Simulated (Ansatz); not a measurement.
Ge2Sb2Te5:

```xyz
9
Lattice="6.8391 -3.0660 0.0000 6.8391 3.0660 0.0000 -6.8310 0.0000 6.8476" Properties=species:S:1:pos:R:3 pbc="T T T"
Te    5.4948    0.0000    2.6461
Te    9.5385    0.0000    1.3429
Te    0.0699    0.0000    0.0441
Te   -2.7069    0.0000    5.5452
Te    1.3918    0.0000    4.0888
Sb    8.3181    0.0000    4.0255
Sb   -1.3207    0.0000    2.8579
Ge    2.6055    0.0000    1.2862
Ge    6.7274    0.0000    0.0756
```

The cell comes from a database or a generator and needn't be the stable form of this composition.

Base run:

```yaml
Program: Ansatz 0.2.0
Functional: BLYP
Potentials_or_basis: Ansatz PAW
Cutoff: "420 eV (not typed: the program's choice for these potentials)"
k_mesh: 4 × 4 × 3
Occupations: fermi-dirac, width 0.05 eV
Spin: no spin polarisation
```

Its results: band gap on the k mesh 0.07 eV, direct; pressure 3.6 GPa; largest force 0.195 eV/Å.

Question: After a change of settings the same cell gave: band gap on the k mesh 0.05 eV, direct; pressure 1.2 GPa; largest force 0.158 eV/Å. Which change was it?
A. functional from BLYP to PBEsol
B. functional from BLYP to r2SCAN; cutoff from 420 eV (not typed: the program's choice for these potentials) to 500 eV (not typed: the program's choice for these potentials)
C. functional from BLYP to RPBE

Answer: C.

Caveats: spin-orbit coupling is left out, which moves the levels of the heavy elements; the PAW data sets come from PBE, with cores solved anew for the run's functional, which leaves a small shift of forces and pressure.

Runs at the PBE level aren't shown here.
